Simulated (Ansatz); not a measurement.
# C₂H₇AlSi: a ladder of functionals and wavefunction methods

Aim: compute C₂H₇AlSi with functionals from several rungs and with coupled cluster. The yardstick is the atomisation energy at the CCSD(T) limit.

Computed with Ansatz 0.2.0, Gaussian basis. Level: functionals in def2-TZVPP, the program's frozen cores in correlated methods.

Levels to be run: LDA (SPW92), PBE-D4, revPBE-D4, BLYP-D4, r2SCAN-D4, B97M-V, PBE0-D4, B3LYP-D4, r2SCANh-D4, r2SCAN0-D4, HSE06-D4, BHLYP-D4, CAM-B3LYP-D4, LC-ωPBE, ωB97X-V, ωB97M-V, B2PLYP, PBE-QIDH; CCSD(T)/def2-SVP; CCSD(T)/def2-TZVPP; MP2/def2-QZVPP; extrapolation to the limit; RPA on PBE.

## Step 1: The geometry

All runs share one geometry, relaxed beforehand with PBE0-D4 in a triple-zeta def2 set.

11 atoms, charge 0, spin multiplicity 1.

Atoms are counted from 1 here; the program's logs count them from 0.

Bond lengths: Al1–C2 1.911 Å, Al1–H5 1.590 Å, Al1–H6 1.587 Å, C2–C3 1.532 Å, C2–Si4 1.890 Å, C2–H7 1.090 Å, C3–Si4 1.840 Å, C3–H8 1.086 Å, C3–H9 1.086 Å, Si4–H10 1.476 Å, Si4–H11 1.480 Å. Angles: C2–Al1–H5 119.3°, C2–Al1–H6 118.7°, H5–Al1–H6 121.8°, Al1–C2–C3 127.7°, Al1–C2–Si4 106.2°, Al1–C2–H7 116.4°, C3–C2–Si4 64.1°, C3–C2–H7 114.8°, Si4–C2–H7 110.4°, C2–C3–Si4 67.5°, C2–C3–H8 116.8°, C2–C3–H9 116.2°, Si4–C3–H8 118.4°, Si4–C3–H9 118.0°, H8–C3–H9 112.9°, C2–Si4–C3 48.5°, C2–Si4–H10 119.0°, C2–Si4–H11 118.6° and more.

As a file:

```xyz
11
charge 0, multiplicity 1
Al   -1.26678    1.38936   -0.08577
C     0.10902    0.29874    0.66960
C     0.17890   -1.23131    0.70342
Si    0.99026   -0.52100   -0.78733
H    -2.47450    0.69772   -0.85370
H    -1.10676    2.96705   -0.02575
H     0.82829    0.80270    1.31456
H    -0.75707   -1.76726    0.57688
H     0.81281   -1.66479    1.47087
H     2.46137   -0.43441   -0.87354
H     0.28987   -0.59371   -2.08863
```

## Step 2: LDA

This LDA is Slater exchange with PW92 correlation.

File in.yaml:

```yaml
crystal:
  periodic: [false, false, false]
  atoms:
    - {symbol: Al, position_ang: [-1.266778, 1.389362, -0.085768]}
    - {symbol: C, position_ang: [0.109015, 0.298739, 0.669596]}
    - {symbol: C, position_ang: [0.178899, -1.231314, 0.703421]}
    - {symbol: Si, position_ang: [0.990260, -0.520998, -0.787329]}
    - {symbol: H, position_ang: [-2.474503, 0.697722, -0.853702]}
    - {symbol: H, position_ang: [-1.106756, 2.967054, -0.025752]}
    - {symbol: H, position_ang: [0.828286, 0.802703, 1.314556]}
    - {symbol: H, position_ang: [-0.757074, -1.767259, 0.576882]}
    - {symbol: H, position_ang: [0.812811, -1.664789, 1.470866]}
    - {symbol: H, position_ang: [2.461370, -0.434410, -0.873541]}
    - {symbol: H, position_ang: [0.289871, -0.593712, -2.088627]}
basis:
  gaussian: {orbitals: def2-TZVPP}
hamiltonian: {xc: lda}
output: {orbitals: {seedname: orbitals}}
```

On the command line:

```bash
ansatz run in.yaml --threads 2 --pin off --events-out ev --progress --plain --max-ram 4352MiB
```

The runs that follow: PBE-D4 (GGA); revPBE-D4 (GGA); BLYP-D4 (GGA); r2SCAN-D4 (meta-GGA); B97M-V (meta-GGA); PBE0-D4 (hybrid); B3LYP-D4 (hybrid); r2SCANh-D4 (hybrid); r2SCAN0-D4 (hybrid); HSE06-D4 (hybrid); BHLYP-D4 (hybrid); CAM-B3LYP-D4 (range-separated); LC-ωPBE (range-separated); ωB97X-V (range-separated); ωB97M-V (range-separated); B2PLYP (double hybrid); PBE-QIDH (double hybrid); CCSD(T) in def2-SVP; CCSD(T) in def2-TZVPP; MP2 in def2-QZVPP; RPA on PBE orbitals.

Before running them: what should the planned runs give, taken together? Wanted: atomisation energy, CCSD(T)/CBS; farthest beyond LDA; mean size of error, GGA; mean size of error, meta-GGA; mean size of error, hybrid; mean size of error, range-separated; mean size of error, double hybrid; gap, smallest and largest; T1 diagnostic.

The runs gave:

```
                               quantity                                                                                                              value
        atomisation energy, CCSD(T)/CBS                                                                                                          37.877 eV
    functionals within 0.189 eV (0.5 %)  r2SCAN-D4, PBE0-D4, B3LYP-D4, r2SCANh-D4, r2SCAN0-D4, HSE06-D4, CAM-B3LYP-D4, LC-ωPBE, ωB97X-V, ωB97M-V, PBE-QIDH
                    farthest beyond LDA                                                                                               BHLYP-D4 (-0.760 eV)
                mean size of error, GGA                                                                                                           0.379 eV
           mean size of error, meta-GGA                                                                                                           0.318 eV
             mean size of error, hybrid                                                                                                           0.191 eV
    mean size of error, range-separated                                                                                                           0.118 eV
      mean size of error, double hybrid                                                                                                           0.356 eV
              gap, smallest and largest                                                                          3.93 eV (LDA (SPW92)), 10.27 eV (LC-ωPBE)
                          T1 diagnostic                                                                                                             0.0113
triples share of the correlation energy                                                                                                              4.1 %
```

**Reading.** The LDA atomisation energy is off by 4.606 eV (12 %): it overbinds. PBE-D4 is off by +0.228 eV. Double hybrids carry the basis error of their MP2 part in triple zeta, and no dispersion term here, so their miss is partly the set-up's. Taken by rung, range-separated functionals do best (0.118 eV on average) and GGA ones worst beyond LDA (0.379 eV). The gap between the best rungs is small, so their order is not settled. The reference freezes the cores and leaves out relativity and excitations past (T), so misses under about 0.189 eV can't be ranked. Hartree-Fock recovers 75 % of the binding; the rest is correlation. CCSD(T) in def2-SVP is off by -1.993 eV, more than most functionals: a good method in a small basis is no reference. The gap grows from 3.9 to 10.3 eV across the functionals, mostly with the share of exact exchange.
